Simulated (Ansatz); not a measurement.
# Nb3Ag: relaxing cell and atoms

Wanted: the geometry at rest of Nb3Ag (a structure type of another compound, with these elements put in), relaxing cell and atoms, and its electronic structure there.

Program: Ansatz 0.2.0. Level of theory: DFT, r2SCAN, no spin polarisation, plane waves, PAW. These are calculated values, not measurements.

## Step 1: The system as given

It takes space group Pm-3m (No. 221, cubic). The conventional cell has a = 5.005 Å, b = 5.005 Å, c = 5.005 Å, α = 90.00°, β = 90.00°, γ = 90.00°. Ag (site symmetry m-3m) has 12 Nb at 3.54 Å as nearest neighbours. Nb (site symmetry 4/mmm) is surrounded by 4 Ag at 3.54 Å and 8 Nb at 3.54 Å.

Structure file:

```
Ag Nb
1.0
     5.00507    0.00000    0.00000
     0.00000    5.00507    0.00000
     0.00000    0.00000    5.00507
Ag Nb
1 3
Direct
  0.00000 0.00000 0.00000
  0.50000 0.00000 0.50000
  0.00000 0.50000 0.50000
  0.50000 0.50000 0.00000
```

It starts from an earlier solution of the starting cell (checkpoint.read).

## Step 2: The walk to rest

File input.yaml:

```yaml
crystal:
  lattice:
    - [5.0050731, 0.0, 0.0]
    - [0.0, 5.0050731, 0.0]
    - [0.0, 0.0, 5.0050731]
  atoms:
    - { symbol: Ag, position: [0.0, 0.0, 0.0] }
    - { symbol: Nb, position: [0.5, 0.0, 0.5] }
    - { symbol: Nb, position: [0.0, 0.5, 0.5] }
    - { symbol: Nb, position: [0.5, 0.5, 0.0] }
  symmetry: { tolerance: 0.0003 }
kpoints:
  mp_grid: { grid: [6, 6, 6], shift: [0, 0, 0] }
magnetization:
  spin_polarized: false
scf:
  occupations: { method: fermi_dirac, width: 0.05 }
  lower_state_search: "off"
hamiltonian:
  pseudopotentials: { kind: paw }
  xc: r2scan
basis:
  ecutwfc: 500
  fft_grid_basis: typed
relax:
  max_steps: 40
  cell: { p_target: 0.0 }
output:
  forces: true
  stress: true
  eigenvalues: true
  bader: true
  populations: true
  elf: true
  write_potential: true
  volumetric_format: npy
  dos:
    e_range: [-12, 8]
    de: 0.05
    projected: { site_lists: { Ag: [Ag], Nb: [Nb] } }
checkpoint:
  read: saved_state
```

The run is started by

```sh
$ ansatz run input.yaml --threads 2 --pin off --max-ram 2560MiB --backend cpu --events-out ev --progress --plain --runs-dir out
```

Before running it: what results should come out? Wanted: moves; energy gained; largest move; cell; volume; pressure at the end; character; Bader charges.

**Answer**, as computed:

```
                                                 quantity                                                                      value
                                                    moves                                                                          6
                                            energy gained                                                            1955.6 meV/atom
                                             largest move                                                                     0.00 Å
                     space group (0.01 Å), before / after                                                              Pm-3m / Pm-3m
                                                     cell  a = 4.141 Å, b = 4.141 Å, c = 4.141 Å, α = 90.00°, β = 90.00°, γ = 90.00°
                                                   volume                                                    17.76 Å³/atom (-43.4 %)
                                      pressure at the end                                                                  -0.05 GPa
           formation energy (elements from separate runs)                                                               0.27 eV/atom
                                                character                                                                      metal
density of states, mean within 0.25 eV of the Fermi level                                                        4.9 per eV per cell
                                            Bader charges                                                       Ag -1.14, Nb +0.38 e
```

The volume shrank by 43.4 %, and the atoms end where they began within the cell; the energy fell by 1955.6 meV per atom. With 48 symmetry operations imposed, the end may be a saddle point towards distortions that break them. The cell is metallic; within 0.25 eV of the Fermi level the density of states averages 4.9 per eV per cell, mostly Nb d (86 %). Set against separate runs on the elements (Ag fcc, Nb bcc), it forms at 0.27 eV per atom, so at this geometry it is not bound against them. By Bader's partition Nb gives up most (+0.38 e) and Ag takes most (-1.14 e).

Limits of this run: many states at the Fermi level without spin polarisation, so a magnetic state may lie lower.
